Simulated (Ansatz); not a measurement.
# LiTa2H2: the cost of one run

Program: Ansatz 0.2.0. Level of theory: DFT PBE, scalar-relativistic, plane waves, PAW. These are calculated values, not measurements.

## Step 1: Starting point

Symmetry: I4/mmm, No. 139, tetragonal system. The conventional cell has a = 3.590 Å, b = 3.590 Å, c = 8.244 Å, α = 90.00°, β = 90.00°, γ = 90.00°. Around Li (site symmetry 4/mmm) lie 8 H at 2.71 Å and 8 Ta at 2.73 Å. Around Ta (site symmetry -4m2) lie 4 H at 2.12 Å. Around H (site symmetry 4mm) lie 1 H at 1.88 Å and 4 Ta at 2.12 Å and 4 Li at 2.71 Å.

As a file:

```
Li Ta H
1.0
    -1.79521    1.79521    4.12206
     1.79521   -1.79521    4.12206
     1.79521    1.79521   -4.12206
Li Ta H
1 2 2
Direct
  0.00000 0.00000 0.00000
  0.75000 0.25000 0.50000
  0.25000 0.75000 0.50000
  0.61398 0.61398 0.00000
  0.38602 0.38602 0.00000
```

Recipe of the guess: species swapped into a database cell of SrP2Pd2 (I4/mmm, No. 139), with Li on the Sr sites, H on the P sites and Ta on the Pd sites. Its size is a rough estimate.

## Step 2: Probe: one point on a coarse mesh

Contents of input.yaml:

```yaml
crystal:
  lattice:
    - [-1.79521011, 1.79521011, 4.12205535]
    - [1.79521011, -1.79521011, 4.12205535]
    - [1.79521011, 1.79521011, -4.12205535]
  atoms:
    - { symbol: Li, position: [0.0, 0.0, 0.0] }
    - { symbol: Ta, position: [0.75, 0.25, 0.5] }
    - { symbol: Ta, position: [0.25, 0.75, 0.5] }
    - { symbol: H, position: [0.61398071, 0.61398071, 0.0] }
    - { symbol: H, position: [0.38601929, 0.38601929, 0.0] }
basis:
  ecutwfc: 420
kpoints:
  mp_grid: { grid: [6, 6, 6] }
hamiltonian:
  xc: pbe
scf:
  occupations: { method: gaussian, width: 0.1 }
  lower_state_search: "off"
output:
  forces: true
  stress: true
  eigenvalues: true
```

On the command line:

```
ansatz run input.yaml --threads 1 --pin off --max-ram 2048MiB --backend cpu --events-out ev --progress --plain --runs-dir out
```

**Question.** How long does this run take on 1 thread of Arm Neoverse V1, shared host, and how much memory does it need?

About 2.6 s, with a peak of 0.34 GiB.
